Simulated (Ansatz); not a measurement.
# CH₂BFO: taking an electron away

One table from this session's results is given with a row withheld; the runs are named, their logs left out.

Computed with Ansatz 0.2.0, Gaussian basis. Level: unrestricted cation, the program's frozen cores in correlated methods.

Plan: UKS PBE-D4/def2-TZVPP; UKS r2SCAN-D4/def2-TZVPP; UKS PBE0-D4/def2-TZVPP; UKS B3LYP-D4/def2-TZVPP; UKS wB97X-V/def2-TZVPP; UKS wB97M-V/def2-TZVPP; UKS B2PLYP/def2-TZVPP; UHF-CCSD(T)/def2-TZVPP; UHF-MP2/def2-QZVPP; extrapolation to the limit; then −ε(HOMO) from the neutral's earlier runs with LDA (SPW92), PBE-D4, revPBE-D4, BLYP-D4, r2SCAN-D4, B97M-V, PBE0-D4, B3LYP-D4, r2SCANh-D4, r2SCAN0-D4, HSE06-D4, BHLYP-D4, CAM-B3LYP-D4, LC-ωPBE, ωB97X-V, ωB97M-V.

**The geometry**

An earlier PBE0-D4 in a triple-zeta def2 set relaxation fixed the geometry.

SMILES `FB1CO1`, 6 atoms, charge 0, spin multiplicity 1.

Atoms are counted from 1 here; the program's logs count them from 0.

Bond lengths: F1–B2 1.306 Å, B2–C3 1.500 Å, B2–O4 1.324 Å, C3–O4 1.531 Å, C3–H5 1.086 Å, C3–H6 1.086 Å. Angles: F1–B2–C3 156.9°, F1–B2–O4 137.8°, C3–B2–O4 65.3°, B2–C3–O4 51.8°, B2–C3–H5 122.6°, B2–C3–H6 122.6°, O4–C3–H5 112.1°, O4–C3–H6 112.1°, H5–C3–H6 114.4°, B2–O4–C3 62.9°.

The first run:

The input, in.yaml:

```yaml
crystal:
  periodic: [false, false, false]
  atoms:
    - {symbol: F, position_ang: [-0.772706, -1.944572, 0.412531]}
    - {symbol: B, position_ang: [-0.384533, -0.755699, 0.037479]}
    - {symbol: C, position_ang: [0.396004, 0.524024, 0.098189]}
    - {symbol: O, position_ang: [-0.652115, 0.102430, -0.934629]}
    - {symbol: H, position_ang: [1.383336, 0.629245, -0.341887]}
    - {symbol: H, position_ang: [0.072014, 1.380472, 0.682218]}
basis:
  gaussian: {orbitals: def2-TZVPP}
total_charge: 1
magnetization: {spin_polarized: true, initial_magnetization: 1}
hamiltonian: {xc: pbe, dispersion: d4}
```

On the command line:

```
$ ansatz run in.yaml --threads 2 --pin off --events-out ev --progress --plain --max-ram 4352MiB
```

Among the steps run: Cation, UKS PBE-D4/def2-TZVPP; Cation, UKS r2SCAN-D4/def2-TZVPP; Cation, UKS PBE0-D4/def2-TZVPP; Cation, UKS B3LYP-D4/def2-TZVPP; Cation, UKS wB97X-V/def2-TZVPP; Cation, UKS wB97M-V/def2-TZVPP; Cation, UKS B2PLYP (frozen core)/def2-TZVPP; Cation, UHF-CCSD(T)/def2-TZVPP; Cation, UHF-MP2/def2-QZVPP.

One of the session's tables, all rows but one given; the rest of the session is left out.

For comparison, −ε(HOMO) of the neutral from earlier runs:

```
  functional  −ε(HOMO) (eV)
 LDA (SPW92)           7.35
      PBE-D4           7.16
   revPBE-D4           7.09
     BLYP-D4           7.07
   r2SCAN-D4           7.43
      B97M-V           7.50
     PBE0-D4           8.64
    B3LYP-D4           8.43
  r2SCANh-D4           7.99
  r2SCAN0-D4           8.82
    HSE06-D4           8.23
    BHLYP-D4          10.05
CAM-B3LYP-D4          10.13
     LC-ωPBE          11.50
     ωB97X-V          11.10
     ωB97M-V              ?
```

Estimate the missing values for ωB97M-V.

**Answer.** −ε(HOMO) (eV): 10.99. In the column «−ε(HOMO) (eV)» it lies between CAM-B3LYP-D4 (10.13) and ωB97X-V (11.10).
